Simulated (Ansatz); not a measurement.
Crystal: BaNaMg6.

```
CELL_PARAMETERS angstrom
5.38615 0.00000 0.00000
0.00000 3.34056 6.43496
0.00000 -3.34056 6.43496
ATOMIC_POSITIONS crystal
Ba 0.50000 0.67770 0.67770
Mg 0.00000 0.84918 0.84918
Mg 0.00000 0.33245 0.33245
Mg 0.00000 0.30332 0.81974
Mg 0.00000 0.81974 0.30332
Mg 0.50000 0.17106 0.67783
Mg 0.50000 0.67783 0.17106
Na 0.50000 0.16872 0.16872
```

The cell comes from a database or a generator and needn't be the stable form of this composition.

- Program: Ansatz 0.2.0
- Task: single point
- Functional: PBE
- Potentials or basis: Ansatz PAW
- Cutoff: 420 eV (not typed: the program's choice for these potentials)
- k mesh: 5 × 5 × 5
- Occupations: fermi-dirac, width 0.05 eV
- Spin: no spin polarisation

On this cell: pressure 0.1 GPa; largest force 0.083 eV/Å; band gap on the k mesh none (metal or under the smearing width).

The same run follows on a disturbed copy (atoms moved at random, drawn with an rms of 0.05 Å):

```
Ba Mg Na
1.0
     5.38615    0.00000    0.00000
     0.00000    3.34056    6.43496
     0.00000   -3.34056    6.43496
Ba Mg Na
1 6 1
Direct
  0.49297 0.67887 0.67158
  0.99376 0.84506 0.85060
  0.00730 0.32942 0.32967
  0.00293 0.30460 0.81938
  0.99623 0.82373 0.29879
  0.49823 0.16817 0.67915
  0.50308 0.67798 0.17259
  0.50966 0.17393 0.16211
```

**Question.** What does the disturbed cell give?

**Answer.** The energy (extrapolated to zero smearing) moves by +1.4 meV/atom; pressure 0.1 GPa; largest force 0.162 eV/Å; band gap on the k mesh none (metal or under the smearing width).

Forces on the atoms (eV/Å):
```
Ba   0.070  0.011  0.146
Mg   0.031  0.025  0.062
Mg  -0.014 -0.018  0.006
Mg  -0.065  0.035 -0.122
Mg   0.047 -0.044 -0.084
Mg   0.024  0.040  0.037
Mg  -0.061 -0.006 -0.050
Na  -0.032 -0.043  0.006
```

Stress tensor (GPa, compression positive):
```
 0.09  0.05  0.05
 0.05  0.20 -0.07
 0.05 -0.07 -0.09
```
